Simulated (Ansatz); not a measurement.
# CH6FNSi: geometry optimisation

What geometry does CH6FNSi take? Aim: a geometry optimisation, for CH6FNSi, run from a script.

Computed with the Python package of Ansatz 0.2.0. Level of theory: Hartree-Fock/def2-SVP.

**1. The system**

Bond lengths: F1–C2 1.327 Å, C2–N3 1.421 Å, N3–Si4 1.668 Å, C2–H5 1.104 Å, C2–H6 1.103 Å, N3–H7 1.018 Å, Si4–H8 1.447 Å, Si4–H9 1.541 Å, Si4–H10 1.528 Å. Angles (14 of 15 angles, heavy atoms first): F1–C2–N3 104.6°, C2–N3–Si4 126.3°, F1–C2–H5 107.7°, F1–C2–H6 111.4°, N3–C2–H5 110.7°, N3–C2–H6 114.2°, C2–N3–H7 108.9°, Si4–N3–H7 107.3°, N3–Si4–H8 111.0°, N3–Si4–H9 108.8°, N3–Si4–H10 106.4°, H5–C2–H6 108.1°, H8–Si4–H9 112.5°, H8–Si4–H10 110.6°.

No structure file is read: the coordinates are typed or built in the script.

**2. The script**

File ch6fnsi.py:

```python
"""Relax the CH6FNSi molecule."""

import itertools

import ansatz
from ase.data import atomic_numbers, covalent_radii
import numpy as np


def main() -> None:
    geometry_ang = [
        ("F", [-1.1217, 0.6697, -1.4413]),
        ("C", [-0.1834, 1.1881, -0.6597]),
        ("N", [0.5971, 0.0735, -0.2494]),
        ("Si", [0.1683, -1.065, 0.8915]),
        ("H", [0.419, 1.8814, -1.2717]),
        ("H", [-0.6256, 1.7618, 0.1724]),
        ("H", [0.9109, -0.4307, -1.0758]),
        ("H", [1.2599, -1.9803, 1.1473]),
        ("H", [-0.3035, -0.3385, 2.1656]),
        ("H", [-1.038, -1.8112, 0.324]),
    ]
    ch6fnsi = ansatz.Crystal.molecule()
    for symbol, xyz in geometry_ang:
        ch6fnsi = ch6fnsi.atom(symbol, xyz)

    base = (
        ch6fnsi.calculation()
        .basis(gaussian="def2-SVP")
        .functional("hf")
    )
    symbols = [site.symbol for site in ch6fnsi.cartesian_sites]
    start = np.array([site.position_ang for site in ch6fnsi.cartesian_sites], dtype=float)
    rep = base.relax(force_tolerance=0.02, max_steps=100).run(threads=1).report
    end = np.array(rep["positions_ang"])

    for key in ("converged", "free_energy_ev", "reference_energy_ev", "n_frozen", "n_occupied", "n_virtual"):
        print(f"{key:22s} {rep[key]}")

    # pairs closer than 1.2 times the sum of covalent radii, before or after
    radius = [covalent_radii[atomic_numbers[s]] for s in symbols]
    span = lambda where, i, j: np.linalg.norm(where[i] - where[j])
    bonded = [(i, j) for i, j in itertools.combinations(range(len(symbols)), 2) if min(span(start, i, j), span(end, i, j)) < 1.2 * (radius[i] + radius[j])]
    print("pair        before    after (A)")
    for i, j in bonded:
        print(f"{symbols[i]}{i}-{symbols[j]}{j}".ljust(10), f"{span(start, i, j):8.4f} {span(end, i, j):8.4f}")
    for first, second in list(itertools.combinations(bonded, 2)):
        shared = set(first) & set(second)
        if shared and symbols[(j := shared.pop())] != "H":
            i, k = sorted((set(first) | set(second)) - {j})
            u, v = end[i] - end[j], end[k] - end[j]
            angle = np.degrees(np.arccos(np.clip(u @ v / np.linalg.norm(u) / np.linalg.norm(v), -1, 1)))
            print(f"final angle {symbols[i]}{i}-{symbols[j]}{j}-{symbols[k]}{k}: {angle:.2f} deg")
    with open("ch6fnsi_opt.xyz", "w") as handle:
        handle.write(f"{len(symbols)}\nrelaxed CH6FNSi\n")
        handle.writelines(f"{s:2s} {x:11.6f} {y:11.6f} {z:11.6f}\n" for s, (x, y, z) in zip(symbols, end))


if __name__ == "__main__":
    main()
```

**3. What the engine is handed**

The package turns the script's settings into the engine's input:

```yaml
crystal:
  periodic: [false, false, false]
  atoms:
    - { symbol: F, position_ang: [-1.1217, 0.6697, -1.4413] }
    - { symbol: C, position_ang: [-0.1834, 1.1881, -0.6597] }
    - { symbol: "N", position_ang: [0.5971, 0.0735, -0.2494] }
    - { symbol: Si, position_ang: [0.1683, -1.065, 0.8915] }
    - { symbol: H, position_ang: [0.419, 1.8814, -1.2717] }
    - { symbol: H, position_ang: [-0.6256, 1.7618, 0.1724] }
    - { symbol: H, position_ang: [0.9109, -0.4307, -1.0758] }
    - { symbol: H, position_ang: [1.2599, -1.9803, 1.1473] }
    - { symbol: H, position_ang: [-0.3035, -0.3385, 2.1656] }
    - { symbol: H, position_ang: [-1.038, -1.8112, 0.324] }
basis:
  gaussian:
    orbitals: def2-SVP
hamiltonian:
  xc: hf
relax:
  f_tol: 0.02
  max_steps: 100
```

**4. Launch**

The run is started by

```console
python ch6fnsi.py
```

Without the output at hand: what should come out? Wanted: total energy; dipole moment; moves of the relaxation; energy gained; last largest force component.

As calculated:

| quantity | value |
| --- | --- |
| total energy | -13169.0215 eV |
| dipole moment | 1.76 D |
| moves of the relaxation | 7 |
| energy gained | 0.491 eV |
| last largest force component | 0.0101 eV/Å |

In words: After 7 moves the largest shift is 0.304 Å, of atom 1 (F). The end point is the stationary point reached from this start; no frequency run checks that it is a minimum, and the basis set is modest.
